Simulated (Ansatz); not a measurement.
# Si₃Ge₃H₁₄: basis-set convergence

An exercise on one series of results from a longer session: the logs are not shown, and one member is left open.

Method: one geometry, several basis sets; program: Ansatz 0.2.0, Gaussian basis.

The runs, in order: PBE0-D4/def2-SVP; ωB97M-V/def2-SVP; PBE0-D4/def2-QZVPP; ωB97M-V/def2-QZVPP; the functionals' def2-TZVPP values are taken from earlier runs.

### The geometry

All runs share one geometry, relaxed beforehand with PBE0-D4 in a triple-zeta def2 set.

SMILES `[SiH3][SiH2][GeH2][GeH2][SiH2][GeH3]`, 20 atoms, charge 0, spin multiplicity 1.

Atoms are counted from 1 here; the program's logs count them from 0.

Bond lengths: Si1–Si2 2.338 Å, Si1–H7 1.487 Å, Si1–H8 1.487 Å, Si1–H9 1.488 Å, Si2–Ge3 2.383 Å, Si2–H10 1.490 Å, Si2–H11 1.490 Å, Ge3–Ge4 2.428 Å, Ge3–H12 1.541 Å, Ge3–H13 1.541 Å, Ge4–Si5 2.378 Å, Ge4–H14 1.541 Å, Ge4–H15 1.541 Å, Si5–Ge6 2.380 Å, Si5–H16 1.489 Å, Si5–H17 1.488 Å, Ge6–H18 1.538 Å, Ge6–H19 1.538 Å and more. Angles: Si2–Si1–H7 110.9°, Si2–Si1–H8 109.8°, Si2–Si1–H9 110.2°, H7–Si1–H8 108.7°, H7–Si1–H9 108.4°, H8–Si1–H9 108.8°, Si1–Si2–Ge3 112.5°, Si1–Si2–H10 108.5°, Si1–Si2–H11 109.7°, Ge3–Si2–H10 109.4°, Ge3–Si2–H11 108.9°, H10–Si2–H11 107.9°, Si2–Ge3–Ge4 111.2°, Si2–Ge3–H12 109.7°, Si2–Ge3–H13 109.8°, Ge4–Ge3–H12 109.1°, Ge4–Ge3–H13 109.2°, H12–Ge3–H13 107.6° and more.

The first run:

in.yaml

```yaml
crystal:
  periodic: [false, false, false]
  atoms:
    - {symbol: Si, position_ang: [-2.055383, 1.778638, 0.113947]}
    - {symbol: Si, position_ang: [-1.748841, 0.203911, 1.815290]}
    - {symbol: Ge, position_ang: [0.537617, -0.411501, 2.085308]}
    - {symbol: Ge, position_ang: [1.207197, -2.056754, 0.430197]}
    - {symbol: Si, position_ang: [0.641234, -1.300877, -1.752530]}
    - {symbol: Ge, position_ang: [1.551035, 0.871270, -2.093706]}
    - {symbol: H, position_ang: [-1.674218, 1.212135, -1.206926]}
    - {symbol: H, position_ang: [-1.215293, 2.976854, 0.378478]}
    - {symbol: H, position_ang: [-3.482193, 2.197119, 0.052845]}
    - {symbol: H, position_ang: [-2.258763, 0.782108, 3.090716]}
    - {symbol: H, position_ang: [-2.544844, -1.019685, 1.516651]}
    - {symbol: H, position_ang: [1.431147, 0.835833, 1.947699]}
    - {symbol: H, position_ang: [0.759831, -0.991651, 3.495890]}
    - {symbol: H, position_ang: [0.503420, -3.391686, 0.740720]}
    - {symbol: H, position_ang: [2.727583, -2.287834, 0.525910]}
    - {symbol: H, position_ang: [1.162731, -2.233191, -2.789982]}
    - {symbol: H, position_ang: [-0.841533, -1.252679, -1.872275]}
    - {symbol: H, position_ang: [3.081517, 0.780521, -2.219806]}
    - {symbol: H, position_ang: [0.991002, 1.530085, -3.365091]}
    - {symbol: H, position_ang: [1.226736, 1.777385, -0.893347]}
basis:
  gaussian: {orbitals: def2-SVP}
hamiltonian: {xc: pbe0, dispersion: d4}
output: {orbitals: {seedname: orbitals}}
```

Steps of the session up to this table: PBE0-D4 in def2-SVP; ωB97M-V in def2-SVP; PBE0-D4 in def2-QZVPP; ωB97M-V in def2-QZVPP.

One of the session's tables, all rows but one given; the rest of the session is left out.

It belongs to the step «Functionals by basis». 

```
functional       basis  HOMO (eV)
   PBE0-D4    def2-SVP      -7.74
   PBE0-D4  def2-TZVPP      -7.70
   PBE0-D4  def2-QZVPP      -7.69
   ωB97M-V    def2-SVP          ?
   ωB97M-V  def2-TZVPP      -9.61
   ωB97M-V  def2-QZVPP      -9.61
```

Q: Estimate the row for ωB97M-V, def2-SVP from the others.

**Answer.** HOMO (eV): -9.62. In the column «HOMO (eV)» it is the lowest.
